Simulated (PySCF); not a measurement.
# F4Ti ([TiF4]-): the cost of one run

Programs: PySCF 2.14.0, with routines of our own; each step states its level. All values are computed. Atoms count from 0.

### Step 1. The starting structure

5 atoms, charge -1, states of the metal's open shell are computed; geometry from: model geometry, bond lengths from ionic radii.

### Step 2. Ligand-field states: state-averaged CASSCF

The job: settings as JSON, then the geometry in Å.

```
{"job": {"kind": "lf", "basis": {"metal": "x2c-TZVPall", "ligand": "x2c-SVPall"}, "nevpt": true}, "charge": -1, "metal": "Ti", "open_shell": "d1"}
Ti     0.000000     0.000000     0.000000
F      1.068098     1.068098     1.068098
F     -1.068098    -1.068098     1.068098
F     -1.068098     1.068098    -1.068098
F      1.068098    -1.068098    -1.068098
```

Method: state-averaged CASSCF of the metal d shell, SC-NEVPT2 on the averaged canonical orbitals, state-interaction spin-orbit coupling.

Started as:

```bash
$ OMP_NUM_THREADS=1 python lf_run.py task.json out
```

The driver reads the jobs from task.json and runs them one after another.

**Question.** How long does this first job take on 1 thread of Arm Neoverse V1, shared host, and how much memory does it need?

About 3 s, with a peak of 0.28 GiB.
